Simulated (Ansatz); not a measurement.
# ZnCd3Te4: the cost of one run

Computed with Ansatz 0.2.0 (DFT PBE, scalar-relativistic, plane waves, PAW, unless a step's input says otherwise).

1 further run of the same task is left out (it didn't finish). Runs told in other sessions of the task aren't counted.

## 1. The starting structure

The structure is tetragonal, space group P-4m2 (No. 115). The conventional cell has a = 4.596 Å, b = 4.596 Å, c = 13.060 Å, α = 90.00°, β = 90.00°, γ = 90.00°. Zn (site symmetry -4m2) is surrounded by 4 Te at 2.72 Å. Around Cd (site symmetry 2mm) lie 4 Te at 2.85 to 2.86 Å. Cd (site symmetry -4m2) is surrounded by 4 Te at 2.85 Å. Around Te (site symmetry 2mm) lie 4 Cd at 2.85 Å. Te (site symmetry 2mm) is surrounded by 2 Zn at 2.72 Å and 2 Cd at 2.86 Å.

As a file:

```
CELL_PARAMETERS angstrom
4.59589 0.00000 0.00000
0.00000 4.59589 0.00000
0.00000 0.00000 13.06046
ATOMIC_POSITIONS crystal
Zn 0.00000 0.00000 0.00000
Cd 0.50000 0.50000 0.75895
Cd 0.00000 0.00000 0.50000
Cd 0.50000 0.50000 0.24104
Te 0.50000 0.00000 0.62949
Te 0.00000 0.50000 0.37051
Te 0.50000 0.00000 0.11099
Te 0.00000 0.50000 0.88901
```

It is the end of an earlier relaxation with the same method, from a generated guess; it needn't be the stable form of this composition. At a tolerance of 0.02 Å it has space group P-4m2 (No. 115); it has 34.48 Å³/atom, an uncorrected energy of -0.46 eV/atom over the elements and, on its mesh, gap 0.64 eV.

## 2. The cell scaled to 0.97 of its volume

input.yaml reads:

```yaml
crystal:
  lattice:
    - [4.5494629026, 0.0, 0.0]
    - [0.0, 4.5494629026, 0.0]
    - [0.0, 0.0, 12.9285306061]
  atoms:
    - { symbol: Zn, position: [0.0, 0.0, 0.0] }
    - { symbol: Cd, position: [0.5, 0.5, 0.758955] }
    - { symbol: Cd, position: [0.0, 0.0, 0.5] }
    - { symbol: Cd, position: [0.5, 0.5, 0.241045] }
    - { symbol: Te, position: [0.5, 0.0, 0.629494] }
    - { symbol: Te, position: [0.0, 0.5, 0.370506] }
    - { symbol: Te, position: [0.5, 0.0, 0.110991] }
    - { symbol: Te, position: [0.0, 0.5, 0.889009] }
basis:
  ecutwfc: 420
kpoints:
  mp_grid: { grid: [6, 6, 2] }
hamiltonian:
  xc: pbe
scf:
  occupations: { method: gaussian, width: 0.02 }
output:
  forces: true
  stress: true
  eigenvalues: true
  write_density: true
  write_potential: true
  elf: true
  volumetric_format: npy
relax:
  adjacent_minimum: "off"
  f_tol: 0.01
  max_steps: 30
  cell: { stress_tol: 0.1, fix: [volume] }
```

The run is started by

```console
$ ansatz run input.yaml --threads 4 --pin off --max-ram 8192MiB --backend cpu --events-out ev --progress --plain --runs-dir out
```

**Question.** How long does this run take on 4 threads of Intel Xeon 6975P-C (Granite Rapids), shared host, and how much memory does it need?

About 22 s, with a peak of 0.98 GiB.
